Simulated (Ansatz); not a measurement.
# Al: the cost of one run

Method: DFT PBEsol, scalar-relativistic, plane waves, PAW, in Ansatz 0.2.0.

7 further runs of the same task are left out: 1 for a broken database entry, 1 that didn't finish, 5 set aside as unsound or not needed.

## (1) The starting structure

Symmetry: F-43m, No. 216, cubic system. The conventional cell has a = 5.675 Å, b = 5.675 Å, c = 5.675 Å, α = 90.00°, β = 90.00°, γ = 90.00°. Around Al (site symmetry -43m) lie 4 As at 2.46 Å. As (site symmetry -43m) is surrounded by 4 Al at 2.46 Å.

As a file:

```
CELL_PARAMETERS angstrom
0.00000 2.83730 2.83730
2.83730 0.00000 2.83730
2.83730 2.83730 0.00000
ATOMIC_POSITIONS crystal
Al 0.00000 0.00000 0.00000
As 0.75000 0.75000 0.75000
```

It is the result of an earlier relaxation at this level (volume 22.84 Å³/atom; gap on the mesh: 1.34 eV).

## (2) The film's bulk: Al

Relaxed beforehand at this level: -524.5453 eV/atom, gap on the mesh none (metal).

Space group Fm-3m (No. 225). a = 4.016 Å, b = 4.016 Å, c = 4.016 Å, α = 90.00°, β = 90.00°, γ = 90.00°
```
atom  site  symmetry       x       y       z
  Al    4a      m-3m  0.0000  0.0000  0.0000
```

The bulk reference of AlAs, the base, comes from a run made before at the same settings: -2669.2211 eV/atom.

## (3) Al strained to the base's plane

The (100) plane of Al is fitted to the (100) plane of AlAs, a strain of -0.1 % along x and -0.1 % along y; the third vector and the atoms relax.

The input, input.yaml:

```yaml
crystal:
  lattice:
    - [4.0125456554, 0.0, 0.0]
    - [0.0, 4.0125456554, 0.0]
    - [-2.0062728277, 0.0, 2.0095858962]
  atoms:
    - { symbol: Al, position: [0.0, 0.0, 0.0] }
    - { symbol: Al, position: [0.5, 0.5, 0.0] }
basis:
  ecutwfc: 420
kpoints:
  mp_grid: { grid: [9, 9, 17] }
hamiltonian:
  xc: pbesol
scf:
  occupations: { method: gaussian, width: 0.1 }
output:
  forces: true
  stress: true
  eigenvalues: true
relax:
  adjacent_minimum: "off"
  f_tol: 0.01
  max_steps: 50
  cell: { fix: [a, b, gamma], stress_tol: 0.1 }
```

On the command line:

```bash
> ansatz run input.yaml --threads 2 --pin off --max-ram 5120MiB --backend cpu --events-out ev --progress --plain --runs-dir out
```

What time and memory should one allow on 2 threads of Intel Xeon 6975P-C (Granite Rapids), shared host?

About 6.2 s, with a peak of 0.45 GiB.
